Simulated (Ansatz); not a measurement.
# The cluster Si₅H₈O₁₄: geometry, orbitals and charge

What does the cluster Si₅H₈O₁₄ look like as a singlet, and where do its frontier electrons sit?

Method: RKS PBE0-D4/def2-TZVP; program: Ansatz 0.2.0, Gaussian basis.

Plan: relaxation at PBE-D4/def2-SVP; a single point at PBE0-D4/def2-TZVP.

## Step 1: Where the work starts

27 atoms, charge 0, spin multiplicity 1.

Atoms are counted from 1 here; the program's logs count them from 0.

Bond lengths: Si1–O14 1.633 Å, Si1–O15 1.627 Å, Si1–O16 1.614 Å, Si1–O17 1.624 Å, Si2–Si4 2.310 Å, Si2–O9 1.611 Å, Si2–O12 1.606 Å, Si2–O14 1.644 Å, Si2–O15 1.645 Å, Si3–O16 1.677 Å, Si3–O17 1.685 Å, Si3–O18 1.586 Å, Si3–O19 1.587 Å, Si4–O6 1.578 Å, Si4–O8 1.590 Å, Si4–O9 1.688 Å and more. Angles: O14–Si1–O15 91.3°, O14–Si1–O16 118.4°, O14–Si1–O17 113.6°, O15–Si1–O16 123.9°, O15–Si1–O17 119.1°, O16–Si1–O17 92.5° and more.

The start is a GFN2-xTB geometry.

## Step 2: Optimising with PBE-D4/def2-SVP

The input, in.yaml:

```yaml
crystal:
  periodic: [false, false, false]
  atoms:
    - {symbol: Si, position_ang: [1.408580, -0.182100, 1.329580]}
    - {symbol: Si, position_ang: [1.713560, -0.295470, -0.930820]}
    - {symbol: Si, position_ang: [0.632130, 0.148310, 3.495880]}
    - {symbol: Si, position_ang: [1.396910, -0.290190, -3.219100]}
    - {symbol: Si, position_ang: [-2.336440, 0.102550, -0.382740]}
    - {symbol: O, position_ang: [-0.015840, -0.786800, -3.717070]}
    - {symbol: O, position_ang: [-1.665210, 0.201940, -1.880870]}
    - {symbol: O, position_ang: [2.383230, 0.205140, -4.363410]}
    - {symbol: O, position_ang: [2.172430, -1.295950, -2.107440]}
    - {symbol: O, position_ang: [-3.924460, 0.270170, -0.645020]}
    - {symbol: O, position_ang: [-2.064320, -1.368570, 0.239530]}
    - {symbol: O, position_ang: [1.194250, 0.829360, -1.953170]}
    - {symbol: O, position_ang: [-1.901820, 1.322330, 0.595970]}
    - {symbol: O, position_ang: [0.624460, -0.943650, 0.116600]}
    - {symbol: O, position_ang: [2.624800, 0.233470, 0.332510]}
    - {symbol: O, position_ang: [1.615840, -0.968570, 2.723440]}
    - {symbol: O, position_ang: [0.532680, 0.987210, 2.037930]}
    - {symbol: O, position_ang: [-0.771820, -0.407900, 3.980460]}
    - {symbol: O, position_ang: [1.367240, 0.946450, 4.654360]}
    - {symbol: H, position_ang: [-0.775040, -0.621070, -3.106290]}
    - {symbol: H, position_ang: [-1.630010, 1.081900, -2.249520]}
    - {symbol: H, position_ang: [3.295500, 0.410530, -4.159970]}
    - {symbol: H, position_ang: [-4.529790, 0.194350, 0.085400]}
    - {symbol: H, position_ang: [-1.149780, -1.656520, 0.214990]}
    - {symbol: H, position_ang: [-1.039240, 1.344700, 1.015110]}
    - {symbol: H, position_ang: [-1.417120, -0.736060, 3.351280]}
    - {symbol: H, position_ang: [2.259280, 1.274440, 4.542380]}
basis:
  gaussian: {orbitals: def2-SVP}
hamiltonian: {xc: pbe, dispersion: d4}
scf: {lower_state_search: "off"}
output: {orbitals: {seedname: orbitals}}
relax: {f_tol: 0.03, max_steps: 70}
```

Started as:

```sh
> ansatz run in.yaml --threads 2 --pin off --events-out ev --progress --plain --max-ram 32768MiB --backend cuda --devices 0, --max-vram 18GiB
```

Further steps of the session: Single point, PBE0-D4/def2-TZVP.

Q: Predict the results of all the runs planned. Wanted: point group; commonest bond, hydrogen aside; HOMO, LUMO at PBE0-D4/def2-TZVP; dipole at PBE-D4/def2-SVP.

**Answer**, as computed:

```
                       quantity                            value
                    point group                               C1
 commonest bond, hydrogen aside  O–Si, 20 of mean length 1.686 Å
HOMO, LUMO at PBE0-D4/def2-TZVP                  -9.34, -1.41 eV
      dipole at PBE-D4/def2-SVP                           4.40 D
```

What this shows: The molecule keeps its bonding pattern by the stored test; the atoms moved 0.46 Å (rms). No usable vibrations, so a minimum isn't proven. The HOMO lies nearest to O13 41 %; O11 28 % and the LUMO to O15 16 %; Si1, Si2 about 13 % each. Whether this spin is the lowest isn't tested here. The point group is read from a loosely relaxed geometry; soft torsions can leave it below the true symmetry.
